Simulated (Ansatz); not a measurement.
# CH10N2Si2: the cost of one run

Method: UKS B3LYP-D4/STO-3G, in Ansatz 0.2.0.

### Step 1. The system as given

Bond lengths: Si1–N2 2.122 Å, N2–C3 1.439 Å, Si1–N4 1.661 Å, Si1–H6 1.477 Å, Si1–Si7 2.303 Å, N2–H8 1.011 Å, C3–H9 1.096 Å, C3–H10 1.097 Å, C3–H11 1.088 Å, N4–H12 1.007 Å, Si7–H13 1.469 Å, Si7–H14 1.471 Å, Si7–H15 1.468 Å. Angles (14 of 22 angles, heavy atoms first): Si1–N2–C3 120.1°, N2–Si1–N4 76.9°, N2–Si1–Si7 109.5°, N4–Si1–Si7 124.8°, Si1–N2–H8 115.7°, C3–N2–H8 111.6°, N2–Si1–H6 100.9°, N4–Si1–H6 120.4°, H6–Si1–Si7 112.2°, N2–C3–H9 111.8°, N2–C3–H10 112.1°, N2–C3–H11 108.2°, Si1–N4–H12 131.7°, Si1–Si7–H13 110.4°.

Coordinates:

```xyz
15

Si   -0.9324   -0.0827   -0.3801
N     1.1439   -0.3490   -0.0313
C     1.6167   -1.5345    0.6328
N    -0.3108   -0.2500   -1.9114
H     0.9047   -0.3857   -1.3526
H    -1.4886   -1.2513    0.3317
Si   -1.6173    1.9106    0.5485
H     1.6465    0.4741    0.2737
H     2.6818   -1.7088    0.4443
H     1.4693   -1.4855    1.7185
H     1.0562   -2.3856    0.2504
H    -0.7378   -0.1748   -2.8201
H    -2.6147    2.5606   -0.3129
H    -2.2740    1.7712    1.8571
H    -0.5435    2.8914    0.7514
```

### Step 2. Run 1

150 steps of 0.5 fs at constant energy, with velocities drawn for 1000 K.

input.yaml

```yaml
crystal:
  periodic: [false, false, false]
  atoms:
    - { symbol: Si, position_ang: [-0.9324, -0.0827, -0.3801] }
    - { symbol: "N", position_ang: [1.1439, -0.349, -0.0313] }
    - { symbol: C, position_ang: [1.6167, -1.5345, 0.6328] }
    - { symbol: "N", position_ang: [-0.3108, -0.25, -1.9114] }
    - { symbol: H, position_ang: [0.9047, -0.3857, -1.3526] }
    - { symbol: H, position_ang: [-1.4886, -1.2513, 0.3317] }
    - { symbol: Si, position_ang: [-1.6173, 1.9106, 0.5485] }
    - { symbol: H, position_ang: [1.6465, 0.4741, 0.2737] }
    - { symbol: H, position_ang: [2.6818, -1.7088, 0.4443] }
    - { symbol: H, position_ang: [1.4693, -1.4855, 1.7185] }
    - { symbol: H, position_ang: [1.0562, -2.3856, 0.2504] }
    - { symbol: H, position_ang: [-0.7378, -0.1748, -2.8201] }
    - { symbol: H, position_ang: [-2.6147, 2.5606, -0.3129] }
    - { symbol: H, position_ang: [-2.274, 1.7712, 1.8571] }
    - { symbol: H, position_ang: [-0.5435, 2.8914, 0.7514] }
magnetization:
  spin_polarized: true
basis:
  gaussian: { orbitals: STO-3G }
hamiltonian:
  xc: b3lyp
  dispersion: d4
md:
  timestep: 0.5
  n_steps: 150
  ensemble: nve
  temperature: 1000.0
  initial_velocities: maxwell_boltzmann
  seed: 745673
```

Started as:

```console
$ ansatz run input.yaml --threads 1 --pin off --max-ram 2048MiB --backend cpu --events-out ev --progress --plain --runs-dir out
```

**Question.** How long does this run take on 1 thread of Arm Neoverse N1, shared host, and how much memory does it need?

About 20 min, with a peak of 0.18 GiB.
